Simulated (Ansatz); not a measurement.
# Cu: the cost of one run

Program: Ansatz 0.2.0 through its Python package. Level of theory: DFT PBEsol+D3(BJ) with three-body term, plane waves, PAW. These are calculated values, not measurements.

## 1. The system

The structure is orthorhombic, space group Cmcm (No. 63). Conventional cell: a = 2.437 Å, b = 7.953 Å, c = 2.475 Å, α = 90.00°, β = 90.00°, γ = 90.00°. Cu (site symmetry m2m) is surrounded by 10 Cu at 2.44 to 2.54 Å.

Input file cu.cif:

```cif
data_Cu
_cell_length_a 4.158874
_cell_length_b 4.158874
_cell_length_c 2.475496
_cell_angle_alpha 90.00000
_cell_angle_beta 90.00000
_cell_angle_gamma 145.92720
_symmetry_space_group_name_H-M 'P 1'
_symmetry_Int_Tables_number 1
loop_
_symmetry_equiv_pos_as_xyz
'x, y, z'
loop_
_atom_site_label
_atom_site_type_symbol
_atom_site_fract_x
_atom_site_fract_y
_atom_site_fract_z
Cu1 Cu    0.133867    0.866133    0.250000
Cu2 Cu    0.866133    0.133867    0.750000
```

## 2. The code

File run_ecut.py:

```python
"""Convergence of Cu with the plane-wave cutoff."""

import ansatz as az
from ase.io import read
from tabulate import tabulate


def main() -> None:
    atoms = read("cu.cif")
    crystal = az.Crystal.from_ase(atoms)

    setup = (
        crystal.calculation()
        .functional("PBEsol", dispersion="d3bjatm")
        .kpoints(length=17)
        .occupations("methfessel_paxton")
        .scf(extra_bands=8, lower_state_search="light")
    )

    rows = []
    for value in [300, 375, 450, 525, 600, 675]:
        data = setup.basis(value).run(threads=1).report
        rows.append((value, data["free_energy_ev"] / len(data["lattice"]["sites"]), data["n_iterations"], data["n_pw"]))

    print(tabulate(rows, headers=["cutoff (eV)", "F/atom (eV)", "iterations", "plane waves"], floatfmt=".4f", tablefmt="github"))

    # the last row is the reference
    for row in rows[:-1]:
        shift = 1000 * (row[1] - rows[-1][1])
        print(f"{row[0]}: {shift:+.2f} meV/atom" + ("  (within 2 meV)" if abs(shift) < 2 else ""))


if __name__ == "__main__":
    main()
```

## 3. The input behind the calls

The engine receives this input (first run):

```yaml
crystal:
  lattice:
    - [4.158874, 0.0, 0.0]
    - [-3.4449051002122, 2.3299918022190487, 0.0]
    - [0.0, 0.0, 2.475496]
  atoms:
    - { symbol: Cu, position: [0.1338670000000001, 0.8661330000000002, 0.25] }
    - { symbol: Cu, position: [0.866133, 0.133867, 0.75] }
basis:
  ecutwfc: 300.0
kpoints:
  mp_grid:
    grid: [7, 7, 7]
hamiltonian:
  xc: pbesol
  dispersion: d3bjatm
scf:
  n_extra_bands: 8
  lower_state_search: light
  occupations:
    method: methfessel_paxton
```

## 4. The run

Run with:

```console
$ python run_ecut.py
```

What time and memory should one allow on 1 thread of Intel Xeon at 2.60GHz (Ice Lake), shared host?

About 11 s, with a peak of 0.49 GiB.
